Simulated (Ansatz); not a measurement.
# C2H4AlF: a spread of methods and bases

Aim: run C2H4AlF under a spread of inputs, and see what each costs and gives.

The runs use Ansatz 0.2.0, Gaussian basis; the settings change from run to run.

## (1) The molecule

An earlier PBE0-D4 in a triple-zeta def2 set relaxation fixed the geometry.

SMILES `F[CH]1[CH2][AlH]1`, 8 atoms, charge 0, spin multiplicity 1.

Atoms are counted from 1 here; the program's logs count them from 0.

Bond lengths: F1–C2 1.383 Å, C2–C3 1.542 Å, C2–Al4 1.923 Å, C2–H5 1.094 Å, C3–Al4 1.915 Å, C3–H6 1.100 Å, C3–H7 1.087 Å, Al4–H8 1.575 Å. Angles: F1–C2–C3 116.6°, F1–C2–Al4 132.3°, F1–C2–H5 108.4°, C3–C2–Al4 66.0°, C3–C2–H5 110.8°, Al4–C2–H5 114.4°, C2–C3–Al4 66.6°, C2–C3–H6 110.3°, C2–C3–H7 119.4°, Al4–C3–H6 102.5°, Al4–C3–H7 140.4°, H6–C3–H7 109.9°, C2–Al4–C3 47.4°, C2–Al4–H8 160.0°, C3–Al4–H8 152.0°.

## (2) HSE06/6-31++G**

Options: D3(BJ) with three-body dispersion.

File in.yaml:

```yaml
crystal:
  periodic: [false, false, false]
  atoms:
    - {symbol: F, position_ang: [-1.876056, -0.354119, 0.656596]}
    - {symbol: C, position_ang: [-0.495115, -0.282756, 0.655223]}
    - {symbol: C, position_ang: [0.136945, 0.827327, -0.207734]}
    - {symbol: Al, position_ang: [0.832926, -0.916816, -0.582482]}
    - {symbol: H, position_ang: [-0.151127, -0.211988, 1.691235]}
    - {symbol: H, position_ang: [-0.490043, 1.028658, -1.088389]}
    - {symbol: H, position_ang: [0.431462, 1.764545, 0.258557]}
    - {symbol: H, position_ang: [1.703208, -1.911951, -1.438707]}
basis:
  gaussian: {orbitals: "6-31++G**"}
hamiltonian: {xc: {name: HSE06}, dispersion: d3bjatm}
```

Run with:

```sh
$ ansatz run in.yaml --threads 2 --pin off --events-out ev --progress --plain --max-ram 4352MiB
```

Log:

```text
Functional definition: HSE06
  name "HSE06"
  cite "Heyd, Scuseria & Ernzerhof, J. Chem. Phys. 118, 8207 (2003) doi:10.1063/1.1564060"
  cite "Krukau, Vydrov, Izmaylov & Scuseria, J. Chem. Phys. 125, 224106 (2006) doi:10.1063/1.2404663"
  cite "Heyd & Scuseria, J. Chem. Phys. 120, 7274 (2004) doi:10.1063/1.1668634"
  cite "Ernzerhof & Perdew, J. Chem. Phys. 109, 3313 (1998) doi:10.1063/1.476928"
  cite "Perdew, Burke & Ernzerhof, Phys. Rev. Lett. 77, 3865 (1996) doi:10.1103/PhysRevLett.77.3865"
  parent pbe
  parameter a = 0.25
  parameter omega = 0.11/bohr
  # The whole range is PBE's own exchange, as in plane waves. The composition of these papers is wPBEh.
  exchange = pbe_x - a*pbe_x_sr(omega) + a*exact_x_sr(omega)
  correlation = pbe_c
1060 factors; their error is unknown
109 factors; integrals over basis functions are off by at most 7.6e-7 eV
mean field evaluation 1: about -11430.8164 eV, gradient 6.5e1 eV
mean field evaluation 2: about -11384.9054 eV, gradient 1.3e2 eV
mean field evaluation 4: about -11441.6104 eV, gradient 9.4e0 eV
mean field evaluation 8: about -11441.8292 eV, gradient 2.5e-1 eV
mean field evaluation 16: about -11441.8604 eV, gradient 5.7e-5 eV
mean field -11441.86039407 eV, -420.4806139106 hartree, gradient 5.7e-5 eV, S^2 0.000000; 0 other end points of the search recorded, 0 dependent functions left out
reference -11441.86046786 eV, -420.4806166222 hartree; 19, 19 occupied and 85, 85 virtual orbitals, 1060 factors
Total energy: -11441.94377640 eV, -420.4836781546 hartree
```

Wall time 1.7 s (2 threads of AMD EPYC 7B13, shared host).

## (3) r2SCAN0/cc-pVTZ

Set apart from the defaults: high accuracy.

in.yaml: that of step 2 with these lines changed.

```diff
@@ -12,3 +12,4 @@
 basis:
-  gaussian: {orbitals: "6-31++G**"}
-hamiltonian: {xc: {name: HSE06}, dispersion: d3bjatm}
+  gaussian: {orbitals: cc-pVTZ}
+hamiltonian: {xc: {name: r2SCAN0}}
+accuracy: high
```

Same command.

Log, shortened:

```text
Functional definition: r2SCAN0
  name "r2SCAN0"
  cite "Bursch, Neugebauer, Ehlert & Grimme, J. Chem. Phys. 156, 134105 (2022) doi:10.1063/5.0086040"
  cite "Furness, Kaplan, Ning, Perdew & Sun, J. Phys. Chem. Lett. 11, 8208 (2020) doi:10.1021/acs.jpclett.0c02405"
  cite "Furness, Kaplan, Ning, Perdew & Sun, J. Phys. Chem. Lett. 11, 9248 (2020) doi:10.1021/acs.jpclett.0c03077"
  parent r2scan
[...]
3160 factors; integrals over basis functions are off by at most 3.5e-9 eV
[...]
mean field -11448.78574852 eV, -420.7351159926 hartree, gradient 5.9e-8 eV, S^2 0.000000; 0 other end points of the search recorded, 0 dependent functions left out
reference -11448.78574927 eV, -420.7351160199 hartree; 19, 19 occupied and 161, 161 virtual orbitals, 3160 factors
Total energy: -11448.78574927 eV, -420.7351160199 hartree
```

Run time: 15 s. Hardware: 2 threads of AMD EPYC 7B13, shared host; peak memory 0.94 GiB.

## (4) CCSD/6-31++G**

Set apart from the defaults: a point charge of 2.00 e beside it, the search for lower states set to off.

in.yaml: that of step 3 with these lines changed.

```diff
@@ -12,4 +12,5 @@
 basis:
-  gaussian: {orbitals: cc-pVTZ}
-hamiltonian: {xc: {name: r2SCAN0}}
-accuracy: high
+  gaussian: {orbitals: "6-31++G**", point_charges: [{charge: 2.00, position_ang: [4.422, -0.993, 0.358]}]}
+hamiltonian: {xc: {name: HF}}
+correlation: {method: ccsd}
+scf: {lower_state_search: off}
```

The command is unchanged.

Log, shortened:

```text
Functional definition: HF
  name "HF"
  cite "Fock, Z. Phys. 61, 126 (1930) doi:10.1007/BF01340294"
  parent pbe
[...]
901 factors; integrals over basis functions are off by at most 1.3e-3 eV
[...]
mean field -11410.55188136 eV, -419.3300472903 hartree, gradient 2.7e-6 eV, S^2 0.000000; 0 other end points of the search recorded, 0 dependent functions left out
8 core orbitals not correlated: weight in the atoms' cores, before any rotation towards them, 1.000 or more for the frozen orbitals, at most 0.000 for the correlated occupied ones
reference -11410.55188136 eV, -419.3300472903 hartree; 11, 11 occupied and 85, 85 virtual orbitals, 901 factors
second order -14.76477732 eV of doubles, -0.00000000 eV of singles
cycle   1  -14.82323370 eV  change   -9.4e-2 eV  update   1.7e-1
[...]
cycle  17  -15.55549023 eV  change   -1.5e-6 eV  update   1.3e-5
WARN: these amplitudes may be one of several solutions (largest doubles amplitude 0.34, level shift 0.08 eV)
Total energy: -11426.10737160 eV, -419.9017010124 hartree
Checks for a lower state left out: stability, starts, cluster_reference, orbital_swaps, neighbouring_geometries, increment
```

It took 4 s on 2 threads of AMD EPYC 7B13, shared host; peak memory 0.44 GiB.

T1 0.051 (high: a single determinant is a poor start). The log holds a warning on this run.

## (5) PBE-QIDH/def2-SVPD

Options: multiplicity 3, the search for lower states set to light.

in.yaml: that of step 4 with these lines changed.

```diff
@@ -12,5 +12,6 @@
 basis:
-  gaussian: {orbitals: "6-31++G**", point_charges: [{charge: 2.00, position_ang: [4.422, -0.993, 0.358]}]}
-hamiltonian: {xc: {name: HF}}
-correlation: {method: ccsd}
-scf: {lower_state_search: off}
+  gaussian: {orbitals: def2-SVPD}
+magnetization: {spin_polarized: true, initial_magnetization: 2}
+hamiltonian: {xc: {name: PBE-QIDH}}
+scf: {lower_state_search: light}
+output: {forces: true}
```

Launched as before.

Log, shortened:

```text
Functional definition: PBE-QIDH
  name "PBE-QIDH"
  cite "Brémond, Sancho-García, Pérez-Jiménez & Adamo, J. Chem. Phys. 141, 031101 (2014) doi:10.1063/1.4890314"
  cite "Perdew, Burke & Ernzerhof, Phys. Rev. Lett. 77, 3865 (1996) doi:10.1103/PhysRevLett.77.3865"
[...]
1153 factors; integrals over basis functions are off by at most 1.3e-3 eV
[...]
mean field -11424.12802975 eV, -419.8289615411 hartree, gradient 4.7e-6 eV, S^2 2.023610; 4 other end points of the search recorded, 0 dependent functions left out
8 core orbitals not correlated: weight in the atoms' cores, before any rotation towards them, 1.000 or more for the frozen orbitals, at most 0.000 for the correlated occupied ones
reference -11424.12804470 eV, -419.8289620906 hartree; 12, 10 occupied and 99, 101 virtual orbitals, 1153 factors
second order -16.57609600 eV of doubles, -0.00000000 eV of singles
[...]
Total energy: -11429.65341003 eV, -420.0320155213 hartree
Atom 0 at    -1.876056    -0.354119     0.656596 Å, force     1.025077    -0.708452    -0.515770 eV/Å
Atom 1 at    -0.495115    -0.282756     0.655223 Å, force    -1.555716     4.684767     0.869516 eV/Å
Atom 2 at     0.136945     0.827327    -0.207734 Å, force    -3.228809    -0.718928     0.574972 eV/Å
Atom 3 at     0.832926    -0.916816    -0.582482 Å, force     3.191468    -2.426195    -1.667165 eV/Å
Atom 4 at    -0.151127    -0.211988     1.691235 Å, force    -0.028674    -0.670234     0.060528 eV/Å
Atom 5 at    -0.490043     1.028658    -1.088389 Å, force    -0.104908     0.059176     0.249547 eV/Å
Atom 6 at     0.431462     1.764545     0.258557 Å, force     1.064539    -0.285079     0.390613 eV/Å
Atom 7 at     1.703208    -1.911951    -1.438707 Å, force    -0.362978     0.064945     0.037759 eV/Å
Dipole moment:     0.003330     0.320466     0.109058 e Å
```

It took 14 s on 2 threads of AMD EPYC 7B13, shared host; peak memory 0.51 GiB.

Largest force 5.012 eV/Å, dipole 1.63 D, ⟨S²⟩ 2.024.

## (6) B97/def2-TZVPD

Options: charge -1, multiplicity 2, coordinates scaled by 1.12, density fitting with def2-universal-jkfit, a point charge of 1.00 e beside it.

File in.yaml:

```yaml
crystal:
  periodic: [false, false, false]
  atoms:
    - {symbol: F, position_ang: [-2.101183, -0.396613, 0.735388]}
    - {symbol: C, position_ang: [-0.554528, -0.316686, 0.733850]}
    - {symbol: C, position_ang: [0.153378, 0.926606, -0.232662]}
    - {symbol: Al, position_ang: [0.932877, -1.026833, -0.652380]}
    - {symbol: H, position_ang: [-0.169263, -0.237426, 1.894184]}
    - {symbol: H, position_ang: [-0.548848, 1.152097, -1.218995]}
    - {symbol: H, position_ang: [0.483238, 1.976290, 0.289584]}
    - {symbol: H, position_ang: [1.907593, -2.141385, -1.611352]}
basis:
  gaussian: {orbitals: def2-TZVPD, fitting: {mean_field: def2-universal-jkfit}, point_charges: [{charge: 1.00, position_ang: [5.287, -0.194, 0.809]}]}
total_charge: -1
magnetization: {spin_polarized: true, initial_magnetization: 1}
hamiltonian: {xc: {name: B97}}
output: {forces: true}
```

The command is unchanged.

Log, shortened:

```text
Functional definition: B97
  name "B97"
  cite "Becke, J. Chem. Phys. 107, 8554 (1997) doi:10.1063/1.475007"
[...]
      + integral(e_c_pw_opposite_spin*poly(b97_u_opposite, cos0, cos1, cos2))
427 factors; integrals over basis functions are off by at most 1.6e0 eV
[...]
mean field -11452.97001691 eV, -420.8888850194 hartree, gradient 2.3e-5 eV, S^2 0.750815; 0 other end points of the search recorded, 0 dependent functions left out
[...]
reference -11452.97009338 eV, -420.8888878299 hartree; 20, 19 occupied and 173, 174 virtual orbitals, 427 factors
Total energy: -11452.97009338 eV, -420.8888878299 hartree
Atom 0 at    -2.101183    -0.396613     0.735388 Å, force     3.116642     0.223270    -0.020243 eV/Å
Atom 1 at    -0.554528    -0.316686     0.733850 Å, force     0.443243     0.958403    -0.212263 eV/Å
Atom 2 at     0.153378     0.926606    -0.232662 Å, force    -1.278121    -0.342535    -0.339535 eV/Å
Atom 3 at     0.932877    -1.026833    -0.652380 Å, force     1.022041     1.675721     1.940175 eV/Å
Atom 4 at    -0.169263    -0.237426     1.894184 Å, force    -1.215184    -0.114101    -2.836615 eV/Å
Atom 5 at    -0.548848     1.152097    -1.218995 Å, force     1.424296    -0.509079     2.551566 eV/Å
Atom 6 at     0.483238     1.976290     0.289584 Å, force    -0.832745    -2.599273    -1.252901 eV/Å
Atom 7 at     1.907593    -2.141385    -1.611352 Å, force    -1.220946     1.101601     0.750025 eV/Å
Dipole moment:    -2.292127     0.247430    -0.190793 e Å
```

Run time: 12 s. Hardware: 2 threads of AMD EPYC 7B13, shared host; peak memory 0.4 GiB.

Largest force 3.125 eV/Å, ⟨S²⟩ 0.751.

## (7) B97/aug-cc-pVTZ

Options: charge +1, multiplicity 2.

File in.yaml:

```yaml
crystal:
  periodic: [false, false, false]
  atoms:
    - {symbol: F, position_ang: [-1.876056, -0.354119, 0.656596]}
    - {symbol: C, position_ang: [-0.495115, -0.282756, 0.655223]}
    - {symbol: C, position_ang: [0.136945, 0.827327, -0.207734]}
    - {symbol: Al, position_ang: [0.832926, -0.916816, -0.582482]}
    - {symbol: H, position_ang: [-0.151127, -0.211988, 1.691235]}
    - {symbol: H, position_ang: [-0.490043, 1.028658, -1.088389]}
    - {symbol: H, position_ang: [0.431462, 1.764545, 0.258557]}
    - {symbol: H, position_ang: [1.703208, -1.911951, -1.438707]}
basis:
  gaussian: {orbitals: aug-cc-pVTZ}
total_charge: 1
magnetization: {spin_polarized: true, initial_magnetization: 1}
hamiltonian: {xc: {name: B97}}
```

Launched as before.

Log, shortened:

```text
Functional definition: B97
  name "B97"
  cite "Becke, J. Chem. Phys. 107, 8554 (1997) doi:10.1063/1.475007"
[...]
      + integral(e_c_pw_opposite_spin*poly(b97_u_opposite, cos0, cos1, cos2))
1211 factors; their error is unknown
[...]
mean field -11441.97972439 eV, -420.4849992189 hartree, gradient 7.0e-5 eV, S^2 0.754437; 2 other end points of the search recorded, 0 dependent functions left out
reference -11441.97975539 eV, -420.4850003581 hartree; 19, 18 occupied and 261, 262 virtual orbitals, 1211 factors
Total energy: -11441.97975539 eV, -420.4850003581 hartree
```

Run time: 22 s. Hardware: 2 threads of AMD EPYC 7B13, shared host; peak memory 1 GiB.

⟨S²⟩ 0.754.

## (8) BHLYP/def2-SVP

in.yaml: that of step 7 with these lines changed.

```diff
@@ -12,5 +12,4 @@
 basis:
-  gaussian: {orbitals: aug-cc-pVTZ}
-total_charge: 1
-magnetization: {spin_polarized: true, initial_magnetization: 1}
-hamiltonian: {xc: {name: B97}}
+  gaussian: {orbitals: def2-SVP}
+hamiltonian: {xc: {name: BHLYP}}
+output: {forces: true}
```

Same command.

Log, shortened:

```text
Functional definition: BHLYP
  name "BHLYP"
  cite "Becke, J. Chem. Phys. 98, 1372 (1993) doi:10.1063/1.464304"
  cite "Becke, Phys. Rev. A 38, 3098 (1988) doi:10.1103/PhysRevA.38.3098"
  cite "Lee, Yang & Parr, Phys. Rev. B 37, 785 (1988) doi:10.1103/PhysRevB.37.785"
[...]
786 factors; integrals over basis functions are off by at most 1.5e-3 eV
[...]
mean field -11442.33687644 eV, -420.4981243146 hartree, gradient 7.9e-5 eV, S^2 0.000000; 0 other end points of the search recorded, 0 dependent functions left out
[...]
reference -11442.33702909 eV, -420.4981299243 hartree; 19, 19 occupied and 61, 61 virtual orbitals, 786 factors
Total energy: -11442.33702909 eV, -420.4981299243 hartree
Atom 0 at    -1.876056    -0.354119     0.656596 Å, force     0.492334    -0.009740    -0.036578 eV/Å
Atom 1 at    -0.495115    -0.282756     0.655223 Å, force    -0.422069     0.012185    -0.067187 eV/Å
Atom 2 at     0.136945     0.827327    -0.207734 Å, force     0.002556    -0.150781    -0.001115 eV/Å
Atom 3 at     0.832926    -0.916816    -0.582482 Å, force     0.060203    -0.090935    -0.114879 eV/Å
Atom 4 at    -0.151127    -0.211988     1.691235 Å, force    -0.009155     0.023431     0.036722 eV/Å
Atom 5 at    -0.490043     1.028658    -1.088389 Å, force    -0.054007     0.028294     0.023611 eV/Å
Atom 6 at     0.431462     1.764545     0.258557 Å, force     0.039057     0.080518     0.030872 eV/Å
Atom 7 at     1.703208    -1.911951    -1.438707 Å, force    -0.108919     0.107028     0.128553 eV/Å
Dipole moment:     0.525715    -0.128855    -0.158840 e Å
```

Run time: 1.4 s. Hardware: 2 threads of AMD EPYC 7B13, shared host.

Largest force 0.494 eV/Å, dipole 2.71 D.

## (9) PBEsol/cc-pVTZ-DK

This run has atoms shaken by 0.03 Å, D4 dispersion.

File in.yaml:

```yaml
crystal:
  periodic: [false, false, false]
  atoms:
    - {symbol: F, position_ang: [-1.870134, -0.355428, 0.674436]}
    - {symbol: C, position_ang: [-0.460251, -0.337424, 0.623598]}
    - {symbol: C, position_ang: [0.133632, 0.851326, -0.200023]}
    - {symbol: Al, position_ang: [0.866870, -0.923003, -0.608356]}
    - {symbol: H, position_ang: [-0.131336, -0.282099, 1.705869]}
    - {symbol: H, position_ang: [-0.504198, 1.035495, -1.093432]}
    - {symbol: H, position_ang: [0.462503, 1.764425, 0.285285]}
    - {symbol: H, position_ang: [1.720091, -1.896922, -1.441495]}
basis:
  gaussian: {orbitals: cc-pVTZ-DK}
hamiltonian: {xc: {name: PBEsol}, dispersion: d4}
```

Launched as before.

Log:

```text
Functional definition: PBEsol
  name "PBEsol"
  cite "Perdew et al., Phys. Rev. Lett. 100, 136406 (2008) doi:10.1103/PhysRevLett.100.136406"
  cite "Perdew, Burke & Ernzerhof, Phys. Rev. Lett. 77, 3865 (1996) doi:10.1103/PhysRevLett.77.3865"
  parent pbesol
  exchange = pbesol_x
  correlation = pbesol_c
986 factors; their error is unknown
mean field evaluation 1: about -11415.3735 eV, gradient 7.1e1 eV
mean field evaluation 2: about -11326.0114 eV, gradient 1.6e2 eV
mean field evaluation 4: about -11427.0483 eV, gradient 2.0e1 eV
mean field evaluation 8: about -11428.0411 eV, gradient 2.2e-1 eV
mean field evaluation 16: about -11428.0143 eV, gradient 2.5e-4 eV
mean field -11428.01428572 eV, -419.9717788139 hartree, gradient 4.2e-5 eV, S^2 0.000000; 0 other end points of the search recorded, 0 dependent functions left out
reference -11428.01432723 eV, -419.9717803394 hartree; 19, 19 occupied and 161, 161 virtual orbitals, 986 factors
Total energy: -11428.05368353 eV, -419.9732266569 hartree
Relativity: scalar
```

Wall time 1.8 s (2 threads of AMD EPYC 7B13, shared host).

## (10) wB97M-V/STO-3G

This run has relativity set to scalar.

File in.yaml:

```yaml
crystal:
  periodic: [false, false, false]
  atoms:
    - {symbol: F, position_ang: [-1.876056, -0.354119, 0.656596]}
    - {symbol: C, position_ang: [-0.495115, -0.282756, 0.655223]}
    - {symbol: C, position_ang: [0.136945, 0.827327, -0.207734]}
    - {symbol: Al, position_ang: [0.832926, -0.916816, -0.582482]}
    - {symbol: H, position_ang: [-0.151127, -0.211988, 1.691235]}
    - {symbol: H, position_ang: [-0.490043, 1.028658, -1.088389]}
    - {symbol: H, position_ang: [0.431462, 1.764545, 0.258557]}
    - {symbol: H, position_ang: [1.703208, -1.911951, -1.438707]}
basis:
  gaussian: {orbitals: STO-3G}
hamiltonian: {xc: {name: wB97M-V}, pseudopotentials: {relativity: scalar}}
output: {forces: true}
```

Same command.

Log, shortened:

```text
Functional definition: wB97M-V
  name "wB97M-V"
  cite "Mardirossian & Head-Gordon, J. Chem. Phys. 144, 214110 (2016) doi:10.1063/1.4952647"
  cite "Becke, J. Chem. Phys. 107, 8554 (1997) doi:10.1063/1.475007"
  cite "Vydrov & Van Voorhis, J. Chem. Phys. 133, 244103 (2010) doi:10.1063/1.3521275"
  # Of w^i u^j: cxij and so on, Table III.
[...]
  gx(w, u) = 1 - cx + cx01*u + cx10*w
  gss(w, u) = css00 + css04*u^4 + css10*w + css20*w^2 + css43*w^4*u^3
  gos(w, u) = cos00 + cos10*w + (cos20 + cos21*u)*w^2 + (cos60 + cos61*u)*w^6
[...]
      + integral(e_c_pw_mod_opposite_spin*gos(b97_w_opposite, b97_u_opposite)) + vv10(b, c)
361 factors; integrals over basis functions are off by at most 7.9e-5 eV
140 factors; integrals over basis functions are off by at most 1.2e-6 eV
[...]
reference -11317.58972685 eV, -415.9137511240 hartree; 19, 19 occupied and 9, 9 virtual orbitals, 361 factors
Total energy: -11317.58972685 eV, -415.9137511240 hartree
Relativity: scalar
Atom 0 at    -1.876056    -0.354119     0.656596 Å, force    -1.103486    -0.249808    -0.049714 eV/Å
Atom 1 at    -0.495115    -0.282756     0.655223 Å, force     0.326247    -1.397261    -0.495334 eV/Å
Atom 2 at     0.136945     0.827327    -0.207734 Å, force     1.458476    -0.422659    -1.649197 eV/Å
Atom 3 at     0.832926    -0.916816    -0.582482 Å, force    -0.159357     0.552555     0.341401 eV/Å
Atom 4 at    -0.151127    -0.211988     1.691235 Å, force     0.482136     0.016416     0.653250 eV/Å
Atom 5 at    -0.490043     1.028658    -1.088389 Å, force    -0.288773     0.247891     0.219579 eV/Å
Atom 6 at     0.431462     1.764545     0.258557 Å, force     0.202518     0.164082     0.061597 eV/Å
Atom 7 at     1.703208    -1.911951    -1.438707 Å, force    -0.917761     1.088783     0.918417 eV/Å
Dipole moment:     0.463716    -0.322866    -0.218537 e Å
```

It took 2.1 s on 2 threads of AMD EPYC 7B13, shared host.

Largest force 2.242 eV/Å, dipole 2.91 D.

## (11) The runs in one table

```
             level  charge  multiplicity               geometry  functions  energy (eV)   time
   HSE06/6-31++G**       0             1                relaxed        104   -11441.944  1.7 s
   r2SCAN0/cc-pVTZ       0             1                relaxed        180   -11448.786   15 s
    CCSD/6-31++G**       0             1  relaxed, point charge        104   -11426.107    4 s
PBE-QIDH/def2-SVPD       0             3                relaxed        119   -11429.653   14 s
    B97/def2-TZVPD      -1             2   scaled, point charge        193   -11452.970   12 s
   B97/aug-cc-pVTZ       1             2                relaxed        280   -11441.980   22 s
    BHLYP/def2-SVP       0             1                relaxed         80   -11442.337  1.4 s
 PBEsol/cc-pVTZ-DK       0             1                 shaken        180   -11428.054  1.8 s
    wB97M-V/STO-3G       0             1                relaxed         28   -11317.590  2.1 s
```

## (12) What came out

```
                                         quantity                  value
                                             runs                      9
                                         quickest  BHLYP/def2-SVP, 1.4 s
                                          slowest  B97/aug-cc-pVTZ, 22 s
spread of total energies, same state and geometry               131.2 eV
                  dipole, same state and geometry         2.71 to 2.91 D
```

**Reading.** B97/aug-cc-pVTZ took 16 times as long as BHLYP/def2-SVP. The jobs differ in tasks and options as well as level. Total energies at one charge and spin differ by 131 eV between levels, so only differences within one level mean anything. Some of these runs are scalar-relativistic and others not, which shifts the totals of all-electron atoms past neon by eV; core potentials, where a basis has them, take the core out of the total altogether. At the PBE0-D4/def2-TZVP geometry and in the same state, runs without warnings or point charges leave forces up to 2.24 eV/Å (wB97M-V/STO-3G).
